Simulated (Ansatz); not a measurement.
# Si3C2: the cost of one run

Computed with Ansatz 0.2.0 (DFT PBE, scalar-relativistic, plane waves, PAW, unless a step's input says otherwise).

1 further run of the same task is left out (set aside as unsound or not needed).

**1. Starting point**

The structure is trigonal, space group R-3m (No. 166). Conventional cell: a = 2.953 Å, b = 2.953 Å, c = 19.762 Å, α = 90.00°, β = 90.00°, γ = 120.00°. Si (site symmetry 3m) is surrounded by 3 C at 2.02 Å. Si (site symmetry -3m) has 6 C at 2.11 Å as nearest neighbours. C (site symmetry 3m) has 6 Si at 2.02 to 2.11 Å as nearest neighbours.

As a file:

```xyz
5
Lattice="1.4765 0.8525 6.5874 -1.4765 0.8525 6.5874 0.0000 -1.7049 6.5874" Properties=species:S:1:pos:R:3 pbc="T T T"
Si    0.0000    0.0000    5.6178
Si    0.0000    0.0000    9.8811
Si    0.0000    0.0000   14.1443
C     0.0000    0.0000   17.7175
C     0.0000    0.0000    2.0446
```

The cell was relaxed beforehand at this level, from a generated guess; it is a trial structure. At a tolerance of 0.05 Å it has space group R-3m (No. 166); it has 9.95 Å³/atom, an uncorrected energy of +0.56 eV/atom over the elements.

**2. Static run: bands, density of states and charges**

File input.yaml:

```yaml
crystal:
  lattice:
    - [1.4764893641, 0.8524515318, 6.5873819614]
    - [-1.4764893641, 0.8524515318, 6.5873819614]
    - [0.0, -1.7049030637, 6.5873819613]
  atoms:
    - { symbol: Si, position: [0.284270919, 0.284270919, 0.284270919] }
    - { symbol: Si, position: [0.5, 0.5, 0.5] }
    - { symbol: Si, position: [0.715729081, 0.715729081, 0.715729081] }
    - { symbol: C, position: [0.8965370564, 0.8965370564, 0.8965370564] }
    - { symbol: C, position: [0.1034629436, 0.1034629436, 0.1034629436] }
basis:
  ecutwfc: 420
kpoints:
  mp_grid: { grid: [12, 12, 12] }
  band_path:
    path:
      - [[0.0, 0.0, 0.0], [0.5, 0.5, 0.5], [0.82216927, 0.17783073, 0.5]]
      - [[0.5, -0.17783073, 0.17783073], [0.5, 0.0, 0.0], [0.0, 0.0, 0.0], [0.33891537, -0.33891537, 0.0]]
      - [[0.66108463, 0.0, 0.33891537], [0.5, 0.0, 0.5], [0.0, 0.0, 0.0]]
    npoints: 14
hamiltonian:
  xc: pbe
scf:
  occupations: { method: gaussian, width: 0.1 }
  n_extra_bands: 12
output:
  forces: true
  stress: true
  eigenvalues: true
  populations: true
  dos: { projected: true, de: 0.02, nscf_kmesh: { grid: [15, 15, 15] } }
  bader: true
  write_density: true
  write_potential: true
  elf: true
  volumetric_format: npy
```

The run is started by

```console
$ ansatz run input.yaml --threads 1 --pin off --max-ram 2560MiB --backend cpu --events-out ev --progress --plain --runs-dir out
```

What time and memory should one allow on 1 thread of Intel Xeon at 2.70GHz, shared host?

About 82 s, with a peak of 0.51 GiB.
